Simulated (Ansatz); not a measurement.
# Cu3Pd: the cost of one run

Program: Ansatz 0.2.0. Level of theory: DFT PBEsol, scalar-relativistic. These are calculated values, not measurements.

## (1) The structure to begin with

It takes space group Pm-3m (No. 221, cubic). The conventional cell has a = 3.722 Å, b = 3.722 Å, c = 3.722 Å, α = 90.00°, β = 90.00°, γ = 90.00°. Around Cu (site symmetry 4/mmm) lie 8 Cu at 2.63 Å and 4 Pd at 2.63 Å. Around Pd (site symmetry m-3m) lie 12 Cu at 2.63 Å.

Structure file:

```
Cu Pd
1.0
     3.72200    0.00000    0.00000
     0.00000    3.72200    0.00000
     0.00000    0.00000    3.72200
Cu Pd
3 1
Cartesian
  0.0000 1.8610 1.8610
  1.8610 0.0000 1.8610
  1.8610 1.8610 0.0000
  0.0000 0.0000 0.0000
```

Atoms are numbered in the order of the input: Cu1, Cu2, Cu3, Pd4.

## (2) The deformed structure

Space group Pm-3m before, P4/mmm after.

## (3) All-electron LAPW

The input, input.yaml:

```yaml
crystal:
  lattice:
    - [3.722, 0.0, 0.0]
    - [0.0, 3.722, 0.0]
    - [0.0, 0.0, 3.75922]
  atoms:
    - { symbol: Cu, position: [0.0, 0.5, 0.5] }
    - { symbol: Cu, position: [0.5, 0.0, 0.5] }
    - { symbol: Cu, position: [0.5, 0.5, 0.0] }
    - { symbol: Pd, position: [0.0, 0.0, 0.0] }
kpoints:
  mp_grid: { grid: [9, 9, 9] }
  band_path:
    path:
      - [0.0, 0.0, 0.0]
      - [0.0, 0.5, 0.0]
      - [0.5, 0.5, 0.0]
      - [0.0, 0.0, 0.0]
      - [0.0, 0.0, 0.5]
      - [0.0, 0.5, 0.5]
      - [0.5, 0.5, 0.5]
      - [0.0, 0.0, 0.5]
      - [0.0, 0.5, 0.0]
    npoints: 5
scf:
  occupations: { method: fermi_dirac, width: 0.05 }
hamiltonian:
  xc: pbesol
  pseudopotentials: { kind: all_electron, lapw: { basis_error: 0.0005 } }
output:
  forces: true
  stress: true
  eigenvalues: true
```

Command:

```sh
> ansatz run input.yaml --threads 1 --pin off --max-ram 4096MiB --backend cpu --events-out ev --progress --plain --runs-dir out
```

Q: Estimate wall time and peak memory on 1 thread of Intel Xeon 6975P-C (Granite Rapids), shared host.

About 59 s, with a peak of 0.87 GiB.
